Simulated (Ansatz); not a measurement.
The system is ZnH.

```
CELL_PARAMETERS angstrom
0.00000 2.21594 2.21594
2.21594 0.00000 2.21594
2.21594 2.21594 0.00000
ATOMIC_POSITIONS crystal
Zn 0.00000 0.00000 0.00000
H 0.25000 0.25000 0.25000
```

The cell was built by a generator and needn't be a form met in nature.

Base run:

| Property | Result |
| --- | --- |
| Program | Ansatz 0.2.0 |
| Functional | revPBE |
| Potentials or basis | Ansatz PAW |
| Cutoff | 420 eV (not typed: the program's choice for these potentials) |
| k mesh | 10 × 10 × 10 |
| Occupations | fermi-dirac, width 0.05 eV |
| Spin | no spin polarisation |

Its results: band gap on the k mesh none (metal or under the smearing width); pressure 1.7 GPa.

**Question.** After a change of settings the same cell gave: band gap on the k mesh none (metal or under the smearing width); pressure -2.7 GPa. Which change was it?
A. functional from revPBE to RPBE
B. functional from revPBE to r2SCAN; cutoff from 420 eV (not typed: the program's choice for these potentials) to 500 eV (not typed: the program's choice for these potentials)
C. functional from revPBE to BLYP
D. functional from revPBE to LDA

**Answer.** B.

Caveats: the PAW data sets come from PBE, with cores solved anew for the run's functional, which leaves a small shift of forces and pressure.

Runs at the PBE level aren't shown here.
